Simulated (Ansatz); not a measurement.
# Ti2CdSb3: the cost of one run

Program: Ansatz 0.2.0. Level of theory: reference: DFT PBE, plane waves, PAW, scalar-relativistic, no spin polarisation. These are calculated values, not measurements.

### 1 Starting point

It takes space group P-4m2 (No. 115, tetragonal). The conventional cell has a = 4.063 Å, b = 4.063 Å, c = 8.951 Å, α = 90.00°, β = 90.00°, γ = 90.00°. Around Sb (site symmetry 2mm) lie 5 Ti at 3.05 to 3.12 Å. Ti (site symmetry 2mm) has 7 Sb at 3.05 to 3.15 Å and 2 Cd at 3.15 Å as nearest neighbours. Sb (site symmetry -4m2) has 4 Cd at 2.87 Å and 4 Ti at 3.15 Å as nearest neighbours. Cd (site symmetry -4m2) has 4 Sb at 2.87 Å and 4 Ti at 3.15 Å as nearest neighbours.

Coordinates:

```cif
data_structure
_symmetry_space_group_name_H-M 'P 1'
_symmetry_Int_Tables_number 1
_cell_length_a 4.0630
_cell_length_b 4.0630
_cell_length_c 8.9512
_cell_angle_alpha 90.000
_cell_angle_beta 90.000
_cell_angle_gamma 90.000
_cell_volume 147.77
loop_
_atom_site_label
_atom_site_type_symbol
_atom_site_fract_x
_atom_site_fract_y
_atom_site_fract_z
_atom_site_occupancy
Sb1 Sb 0.00000 0.50000 0.38350 1
Sb2 Sb 0.50000 0.00000 0.61650 1
Ti1 Ti 0.00000 0.50000 0.73150 1
Ti2 Ti 0.50000 0.00000 0.26850 1
Sb3 Sb 0.50000 0.50000 0.00000 1
Cd1 Cd 0.00000 0.00000 0.00000 1
```

### 2 Baseline

Input file input.yaml:

```yaml
crystal:
  lattice:
    - [4.06303, 0.0, 0.0]
    - [0.0, 4.06303, 0.0]
    - [0.0, 0.0, 8.951237]
  atoms:
    - { symbol: Sb, position: [0.0, 0.5, 0.3835] }
    - { symbol: Sb, position: [0.5, 0.0, 0.6165] }
    - { symbol: Ti, position: [0.0, 0.5, 0.7315] }
    - { symbol: Ti, position: [0.5, 0.0, 0.2685] }
    - { symbol: Sb, position: [0.5, 0.5, 0.0] }
    - { symbol: Cd, position: [0.0, 0.0, 0.0] }
  symmetry: { tolerance: 0.0003 }
kpoints:
  mp_grid: { grid: [5, 5, 2], shift: [0, 0, 0] }
magnetization:
  spin_polarized: false
scf:
  occupations: { method: fermi_dirac }
hamiltonian:
  pseudopotentials: { kind: paw }
  xc: pbe
basis:
  ecutwfc: 420
output:
  forces: true
  stress: true
  eigenvalues: true
relax:
  max_steps: 40
  cell: {}
```

The run is started by

```
$ ansatz run input.yaml --threads 1 --pin off --max-ram 2560MiB --backend cpu --events-out ev --progress --plain --runs-dir out
```

**Question.** How long does this run take on 1 thread of Intel Xeon Platinum 8375C at 2.90GHz (Ice Lake), shared host, and how much memory does it need?

About 68 s, with a peak of 0.46 GiB.
